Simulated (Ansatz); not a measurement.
Task: the energy of protonation at one site of H₅NSeSi, SMILES N[SiH2][SeH], with Ansatz 0.2.0, Python API. Give the script and its output. Use (for the species named): Hartree-Fock, def2-SVP basis, multiplicity 1.

The script reads `h5nsesi.xyz`:
```text
8

N    -1.04480    0.19710   -0.67640
Si    0.46780    0.34610    0.17110
Se    1.12240   -1.74190    0.75330
H    -0.84580   -0.29410   -1.56450
H    -1.33790    1.20530   -1.00240
H     0.31100    1.18880    1.37780
H     1.50310    0.96310   -0.70640
H    -0.08360   -1.92150    1.59160
```

`run_pa.py`:
```python
# -*- coding: utf-8 -*-
"""Adding a proton to H5NSeSi."""

import warnings

import ansatz
import numpy as np


def main():
    warnings.simplefilter("ignore", ansatz.DeckWarning)

    h5nsesi = ansatz.Crystal.molecule_from_extxyz("h5nsesi.xyz")

    job = h5nsesi.calculation()
    job = job.basis(gaussian="def2-SVP")
    job = job.functional("hf")
    symbols = [site.symbol for site in h5nsesi.cartesian_sites]
    start = np.array([site.position_ang for site in h5nsesi.cartesian_sites], dtype=float)
    report = job.relax(force_tolerance=0.01).run(threads=1).report
    end = np.array(report["positions_ang"])

    # start the new hydrogen opposite the existing bonds
    away = sum((end[0] - end[j]) / np.linalg.norm(end[0] - end[j]) for j in [1, 3, 4]) + np.array([0.15, 0.1, -0.2])
    proton = end[0] + 1.0 * away / np.linalg.norm(away)
    acid = ansatz.Crystal.molecule()
    for symbol, place in zip(symbols, end):
        acid = acid.atom(symbol, place.tolist())
    acid = acid.atom("H", proton.tolist())
    protonated = acid.calculation()
    protonated = protonated.basis(gaussian="def2-SVP")
    protonated = protonated.functional("hf")
    protonated = protonated.charge(1)
    protonated = protonated.relax(force_tolerance=0.01, max_steps=80)
    after = protonated.run(threads=1).report
    xyz = np.array(after["positions_ang"])
    reach = np.linalg.norm(xyz[:-1] - xyz[-1], axis=1)
    print(f"base {report['free_energy_ev']:.5f} eV, protonated {after['free_energy_ev']:.5f} eV")
    print(f"the proton ends {reach.min():.3f} A from {symbols[reach.argmin()]}{reach.argmin()}")
    print(f"electronic proton affinity {96.485332 * (report['free_energy_ev'] - after['free_energy_ev']):.1f} kJ/mol")


if __name__ == "__main__":
    main()
```

```console
$ python run_pa.py
base -74715.90134 eV, protonated -74725.47425 eV
the proton ends 1.016 A from N0
electronic proton affinity 923.6 kJ/mol
```

Total energies depend on the basis set; only differences at equal settings carry meaning. The proton is put on one chosen atom, which needn't be the most basic site, so the molecule's proton affinity can be higher; the ends are stationary points, not checked by frequencies, and zero-point and thermal terms count only where printed. Hartree-Fock leaves correlation out, so bond, atomisation and ionisation energies come out well too low. Hardware and time: 4.4 min on 1 thread of Intel(R) Xeon(R) Platinum 8259CL CPU @ 2.50GHz (Skylake/Cascade Lake), with other jobs on the host, peak memory 0.28 GiB.
